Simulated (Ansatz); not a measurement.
# CaB2 (P6/mmm): convergence test of the plane-wave cutoff from a Python script

How high a cutoff does CaB2 (P6/mmm) need? The task is a convergence test of the plane-wave cutoff, for CaB2 (P6/mmm).

All numbers are computed with Ansatz 0.2.0 through its Python package. Level of theory: DFT LDA, plane waves, PAW.

### Step 1. Starting point

It takes space group P6/mmm (No. 191, hexagonal). Conventional cell: a = 3.226 Å, b = 3.226 Å, c = 4.067 Å, α = 90.00°, β = 90.00°, γ = 120.00°. Ca (site symmetry 6/mmm) has 12 B at 2.76 Å as nearest neighbours. B (site symmetry -6m2) has 3 B at 1.86 Å as nearest neighbours.

The script holds or builds the structure itself.

### Step 2. The code

ecut_cab2.py reads:

```python
"""Cutoff test for CaB2."""

import ansatz as az
import pandas as pd
from pymatgen.core import Lattice, Structure
from pymatgen.io.ase import AseAtomsAdaptor

pmg_structure = Structure(
    Lattice([(3.22643, 0.0, 0.0), (-1.613215, 2.794171, 0.0), (0.0, 0.0, 4.067392)]),
    ["Ca", "B", "B"],
    [
        (0.0, 0.0, 0.0),
        (1 / 3, 2 / 3, 0.5),
        (2 / 3, 1 / 3, 0.5),
    ],
)
cab2 = az.Crystal.from_ase(AseAtomsAdaptor.get_atoms(pmg_structure))

base = (
    cab2.calculation()
    .functional(az.Functional.LDA)
    .kpoints(8, 8, 6)
    .occupations("gaussian", width=0.02)
    .initial_density(normalization="cell")
)

rows = []
for value in [300, 375, 450, 525]:
    rep = base.basis(value).run().report
    rows.append((value, rep["free_energy_ev"] / len(rep["lattice"]["sites"]), rep["n_iterations"], rep["n_pw"]))

table = pd.DataFrame(rows, columns=["cutoff (eV)", "F/atom (eV)", "iterations", "plane waves"])
print(table.round(5).to_string(index=False))

# the last row is the reference
for row in rows[:-1]:
    shift = 1000 * (row[1] - rows[-1][1])
    print(f"{row[0]}: {shift:+.2f} meV/atom" + ("  (within 2 meV)" if abs(shift) < 2 else ""))
```

### Step 3. The run

Run with:

```sh
> python ecut_cab2.py
```

**Question.** From which cutoff on is the energy per atom within 2 meV of the last row, and how does it get there?

As calculated:

| quantity | value |
| --- | --- |
| runs compared | 4 |
| last run but one, from the last | +0.23 meV/atom |
| within 5 meV/atom of the last run from | 375 |

**Reading.** Run 1 has a cutoff under the recommended one, so what rests on it isn't a property of the system. From 450 eV on it stays within 2 meV an atom of the value at 525 eV; the first row (300 eV) is off by 47.3 meV and the last but one by 0.23 meV. The energy falls steadily, as expected when plane waves are added. Caveats:
- The mesh is modest for a metal, so energies can be off by several to tens of meV an atom and pressures by half a GPa or more; differences at equal mesh fare better.
- The structure comes from a database of computed cells and needn't be a stable or known phase.
- Shifts are counted from the last row, which is itself no proven limit.
